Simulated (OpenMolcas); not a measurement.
# C2HCl2Si (SMILES C#C[Si](Cl)Cl) at 6 levels

Wanted: a comparison of 6 runs (UHF/STO-3G, UHF/cc-pVDZ, U-r2SCAN/cc-pVDZ, UM06-2X/cc-pVDZ, UB3LYP/6-31G*, ROCCSD(T)/cc-pVDZ) of C2HCl2Si. 

Program for the calculation: OpenMolcas 26.06.

## (1) Starting point

The species is C2HCl2Si (6 atoms), meant as a doublet with charge 0. As SMILES, `C#C[Si](Cl)Cl`. The shape is that of a PBE0-D4/def2-TZVP optimisation.

Bond lengths: C1–C2 1.208 Å, C2–Si3 1.804 Å, Si3–Cl4 2.043 Å, Si3–Cl5 2.043 Å, C1–H6 1.066 Å. Angles: C1–C2–Si3 172.9°, C2–Si3–Cl4 109.7°, C2–Si3–Cl5 109.7°, Cl4–Si3–Cl5 110.2°, C2–C1–H6 179.0°.

## (2) Energy and gradient at UHF/STO-3G (run 1)

test.inp

```
&GATEWAY
 BasLib=$CurrDir
 BasisSet
 C.STO-3G....
 C1 1.324500 0.483500 1.111500 angstrom
 C2 0.521500 0.095400 0.297200 angstrom
 End of Basis
 BasisSet
 Si.STO-3G....
 Si3 -0.504400 -0.583800 -1.021800 angstrom
 End of Basis
 BasisSet
 Cl.STO-3G....
 Cl4 -1.914000 -1.830600 -0.226100 angstrom
 Cl5 -1.406000 0.937000 -2.046300 angstrom
 End of Basis
 BasisSet
 H.STO-3G....
 H6 2.020400 0.834500 1.839400 angstrom
 End of Basis

&SEWARD

&SCF
 UHF
 Spin=2
 Thresholds=1e-10 1e-07 1e-07 1e-05
 PrOrbitals=1 1

&ALASKA
```

The basis set STO-3G is read from a file made from the Basis Set Exchange's data (not shown).

Run with:

```
export MOLCAS_MEM=1860
pymolcas test.inp > test.log
```

The program printed:

```text
--- Start Module: gateway ---
[...]
--- Stop Module: gateway /rc=_RC_ALL_IS_WELL_ ---
[...]
      Basis functions           38
[...]
--- Start Module: scf ---
[...]
       Convergence after  29 Iterations
[...]
::    Total SCF energy                              -1270.1522125880
[...]
      Total spin, S                                     0.6089993298
[...]
      Total electronic charge=   61.000000
      Total            charge=   -0.000000
[...]
      Dipole Moment (debye):
      Origin of the operator (angstrom)=   -0.8625   -0.3237   -0.7264
                   X=  3.3471E+00               Y= -4.3957E-01               Z=  2.6706E-01           Total=  3.3864E+00
      Quadrupole Moment (debye*angstrom):
[...]
--- Stop Module: scf /rc=_RC_ALL_IS_WELL_ ---
--- Start Module: alaska ---
[...]
 *              Molecular gradients               *
 **************************************************
  Irreducible representation: a
 ------------------------------------------------------------------------------------------
                              X                       Y                       Z
 ------------------------------------------------------------------------------------------
  C1                2.42285225721073E-02    1.14945119205379E-02    2.42491145960209E-02
  C2               -1.63859419326537E-02   -8.17338127426798E-03   -1.70107268809435E-02
  SI3              -3.41214846450928E-02    2.21907724644943E-03   -6.01149712911564E-03
  CL4               1.68634033954973E-02    1.28187877629387E-02   -9.68470611868710E-03
  CL5               1.12434790917906E-02   -1.75098735860288E-02    1.02618083426123E-02
  H6               -1.82797848161353E-03   -8.49122069643382E-04   -1.80399280993138E-03
 ------------------------------------------------------------------------------------------
--- Stop Module: alaska /rc=_RC_ALL_IS_WELL_ ---
[...]
```

It took 2 s on 1 thread of Intel Xeon 6975P-C (Granite Rapids), shared host; peak memory 0.37 GiB.

## (3) Energy and forces at UHF/cc-pVDZ (run 2)

coord.xyz

```xyz
6

C      1.324500     0.483500     1.111500
C      0.521500     0.095400     0.297200
Si    -0.504400    -0.583800    -1.021800
Cl    -1.914000    -1.830600    -0.226100
Cl    -1.406000     0.937000    -2.046300
H      2.020400     0.834500     1.839400
```

calc.input

```
&GATEWAY
 BASLIB=$CurrDir
 COORD=coord.xyz
 BASIS=cc-pVDZ
 GROUP=NoSym

&SEWARD

&SCF
 UHF
 SPIN=2
 THRESHOLDS=1e-10 1e-07 1e-07 1e-05
 PRORBITALS=1 1

&ALASKA
```

The basis set cc-pVDZ is read from a file made from the Basis Set Exchange's data (not shown).

Run with:

```
export MOLCAS_MEM=1860
pymolcas calc.input > calc.log
```

The program printed:

```text
--- Start Module: gateway ---
[...]
--- Stop Module: gateway /rc=_RC_ALL_IS_WELL_ ---
[...]
      Basis functions           87
[...]
--- Start Module: scf ---
[...]
       Convergence after  26 Iterations
[...]
::    Total SCF energy                              -1284.2724494849
[...]
      Total spin, S                                     0.5252821035
[...]
      Total electronic charge=   61.000000
      Total            charge=   -0.000000
[...]
      Dipole Moment (debye):
      Origin of the operator (angstrom)=   -0.8625   -0.3237   -0.7264
                   X=  2.1749E+00               Y=  2.0271E-01               Z=  9.1702E-01           Total=  2.3690E+00
      Quadrupole Moment (debye*angstrom):
[...]
--- Stop Module: scf /rc=_RC_ALL_IS_WELL_ ---
[...]
--- Start Module: alaska ---
[...]
 *              Molecular gradients               *
 **************************************************
  Irreducible representation: a
 ------------------------------------------------------------------------------------------
                              X                       Y                       Z
 ------------------------------------------------------------------------------------------
  C1                5.86261753964301E-03    2.88983318894953E-03    6.03710982086270E-03
  C2               -1.31435928965941E-02   -7.17734188236918E-03   -1.45866676943212E-02
  SI3              -7.69816560671011E-03    5.38543164093230E-03    6.13839054911391E-03
  CL4               8.74729171883004E-03    7.42432618107713E-03   -4.33077188281139E-03
  CL5               5.74402447179700E-03   -8.72975853884839E-03    6.29288325340127E-03
  H6                4.87824773142354E-04    2.07509410327544E-04    4.49055953865685E-04
 ------------------------------------------------------------------------------------------
--- Stop Module: alaska /rc=_RC_ALL_IS_WELL_ ---
[...]
```

Run time: 11 s. Hardware: 1 thread of Intel Xeon 6975P-C (Granite Rapids), shared host; peak memory 0.48 GiB.

Runs 3 to 5 aren't shown in full; the table further down has their settings and results.

## (4) The energy at ROCCSD(T)/cc-pVDZ (run 6)

mol.inp

```
&GATEWAY
BasLib=$CurrDir
Coord
6
angstrom
C        1.324500       0.483500       1.111500
C        0.521500       0.095400       0.297200
Si      -0.504400      -0.583800      -1.021800
Cl      -1.914000      -1.830600      -0.226100
Cl      -1.406000       0.937000      -2.046300
H        2.020400       0.834500       1.839400
Basis=cc-pVDZ
Group=NoSym
&SEWARD
&SCF
UHF
Spin=2
Thresholds=1e-10 1e-07 1e-07 1e-05
PrOrbitals=1 1
&RASSCF
FileOrb=$Project.UnaOrb
Spin=2
Nactel=1 0 0
Inactive=30
Ras2=1
OutOrbitals=Canonical
OrbListing=Nothing
&MOTRA
JobIph
Frozen=17
&CCSDT
CCT
Triples=3
Iterations=80
Accuracy=1e-08
Extrapolation=5 4
```

The basis set cc-pVDZ is read from a file made from the Basis Set Exchange's data (not shown).

Run with:

```
export MOLCAS_MEM=1860
pymolcas mol.inp > mol.log
```

The program printed:

```text
--- Start Module: gateway ---
[...]
--- Stop Module: gateway /rc=_RC_ALL_IS_WELL_ ---
[...]
      Basis functions           87
[...]
       Convergence after  26 Iterations
[...]
::    Total SCF energy                              -1284.2724494849
[...]
      Total spin, S                                     0.5252821035
[...]
      Number of active orbitals                  1
[...]
      Spin quantum number                      0.5
[...]
      Active orbitals                            1
[...]
      Number of CSFs                             1
[...]
      Number of root(s) required                 1
[...]
      Convergence after  9 iterations
[...]
      printout of CI-coefficients larger than  0.05 for root  1
      energy=   -1284.270399
      conf/sym  1     Coeff  Weight
             1  u   1.00000 1.00000
      Natural orbitals and occupation numbers for root  1
      sym 1:   1.000000
      ************************************************************************************************************************
      *                                                    Final results                                                     *
[...]
::    RASSCF root number  1 Total energy:  -1284.27039919
[...]
      Total electronic charge=   61.000000
      Total            charge=   -0.000000
[...]
      Dipole Moment (debye):
      Origin of the operator (angstrom)=   -0.8625   -0.3237   -0.7264
                   X=  2.1888E+00               Y=  1.9964E-01               Z=  9.1625E-01           Total=  2.3812E+00
      Quadrupole Moment (debye*angstrom):
[...]
--- Start Module: motra ---
[...]
      *** WARNING: Default frozen orbitals is overwritten by user input.
      *** Default values:  14
[...]
--- Stop Module: motra /rc=_RC_ALL_IS_WELL_ ---
--- Start Module: ccsdt ---
[...]
      Convergence after                    16  Iterations
      Total energy (diff) :   -1284.89388690      -0.00000001
[...]
 METHOD                       : CCSD+T(CCSD)+<T3(1)WT1>+<T3(1)UT2> = CCSD(T)
[...]
       CCSD     =     -1284.8938869044352
[...]
--- Stop Module: ccsdt /rc=_RC_ALL_IS_WELL_ ---
[...]
```

Run time: 39 s. Hardware: 1 thread of Intel Xeon 6975P-C (Granite Rapids), shared host; peak memory 0.47 GiB.

## (5) The series

```tsv
run	level	task	integration grid	energy (Eh)	dipole moment (D)	HOMO energy (eV)	LUMO energy (eV)	wall time
1	UHF/STO-3G	gradient	–	-1270.152213	3.39	-8.10	3.27	2 s
2	UHF/cc-pVDZ	gradient	–	-1284.272449	2.37	-9.67	0.75	11 s
3	U-r2SCAN/cc-pVDZ	energy	UltraFine	-1286.577343	1.93	-5.86	-3.55	45 s
4	UM06-2X/cc-pVDZ	energy	UltraFine	-1286.622637	2.01	-7.55	-2.43	41 s
5	UB3LYP/6-31G* (Cartesian functions)	gradient	UltraFine	-1286.687795	2.32	-6.36	-3.49	31 s
6	ROCCSD(T)/cc-pVDZ	energy	–	-1284.915369	–	–	–	39 s
```

## (6) What came out

```
             quantity           value
  run 6: total energy  -1284.91537 Eh
run 6: (T) correction      -21.48 mEh
```

**Reading.** Over runs 1, 2, 3, 4, 5 the dipole moment (its size) runs from 1.93 D (U-r2SCAN/cc-pVDZ) to 3.39 D (UHF/STO-3G). The two ends differ in method and basis. Totals of different functionals can't be ranked against each other. In run 1 the basis is minimal, so the values are rough. Spin contamination of the reference: run 1 ⟨S²⟩ = 0.98. All runs together took 2.8 min, the longest 45 s.
